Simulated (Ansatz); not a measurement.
# LaHg2: pressure against volume

One table from this session's results is given with a row withheld; the runs are named, their logs left out.

Program: Ansatz 0.2.0. Level of theory: DFT LDA, scalar-relativistic. These are calculated values, not measurements.

**The starting structure**

The structure is hexagonal, space group P6/mmm (No. 191). The conventional cell has a = 4.958 Å, b = 4.958 Å, c = 3.640 Å, α = 90.00°, β = 90.00°, γ = 120.00°. Around La (site symmetry 6/mmm) lie 12 Hg at 3.39 Å and 2 La at 3.64 Å. Around Hg (site symmetry -6m2) lie 3 Hg at 2.86 Å and 6 La at 3.39 Å.

Coordinates:

```xyz
3
Lattice="4.9580 0.0000 0.0000 -2.4790 4.2938 0.0000 0.0000 0.0000 3.6400" Properties=species:S:1:pos:R:3 pbc="T T T"
La    0.0000    0.0000    0.0000
Hg    0.0000    2.8625    1.8200
Hg    2.4790    1.4313    1.8200
```

Atoms are numbered in the order of the input: La1, Hg2, Hg3.

Set-up of the first run:

File input.yaml:

```yaml
crystal:
  lattice:
    - [4.8567862506, 0.0, 0.0]
    - [-2.4283931254, 4.2061002739, 0.0]
    - [0.0, 0.0, 3.5656934357]
  atoms:
    - { symbol: La, position: [0.0, 0.0, 0.0] }
    - { symbol: Hg, position: [0.3333333333, 0.6666666667, 0.5] }
    - { symbol: Hg, position: [0.6666666667, 0.3333333333, 0.5] }
kpoints:
  mp_grid: { grid: [8, 8, 9] }
  band_path:
    path:
      - [0.0, 0.0, 0.0]
      - [0.5, 0.0, 0.0]
      - [0.3333333333, 0.3333333333, 0.0]
      - [0.0, 0.0, 0.0]
      - [0.0, 0.0, 0.5]
      - [0.5, 0.0, 0.5]
      - [0.3333333333, 0.3333333333, 0.5]
      - [0.0, 0.0, 0.5]
      - [0.5, 0.0, 0.5]
    npoints: 5
scf:
  occupations: { method: fermi_dirac, width: 0.08 }
hamiltonian:
  xc: lda
  pseudopotentials: { kind: all_electron, lapw: { basis_error: 0.001 } }
output:
  forces: true
  stress: true
  eigenvalues: true
```

Started as:

```console
ansatz run input.yaml --threads 1 --pin off --max-ram 4096MiB --backend cpu --events-out ev --progress --plain --runs-dir out
```

Among the steps run: Volume × 0.94, LAPW; Volume × 0.94, PAW; Volume × 0.94, crystal datasets; Volume × 0.98, LAPW; Volume × 0.98, PAW; Volume × 0.98, crystal datasets; Volume × 1.01, LAPW; Volume × 1.01, PAW; Volume × 1.01, crystal datasets; Volume × 1.04, LAPW; Volume × 1.04, PAW; Volume × 1.04, crystal datasets.

One table of the session follows, with a row left open; its other results are not shown here.

```
          method  volume (Å³/atom)  pressure (GPa)
            LAPW            24.280            1.47
            LAPW            25.313           -1.69
            LAPW            26.088           -3.59
            LAPW            26.863           -5.14
             PAW            24.280               ?
             PAW            25.313           -1.71
             PAW            26.088           -3.60
             PAW            26.863           -5.16
crystal datasets            24.280            1.47
crystal datasets            25.313           -1.69
crystal datasets            26.088           -3.58
crystal datasets            26.863           -5.14
```

**Question.** Estimate the row for PAW, 24.280.

As computed: pressure (GPa): 1.45. In the column «pressure (GPa)» it lies between crystal datasets, 25.313 (-1.69) and LAPW, 24.280 (1.47).

Limits of these values: Shape and positions are held, so a fully relaxed modulus can be lower. Warnings in the runs' records: gradients without spin orbit, crystal datasets made.
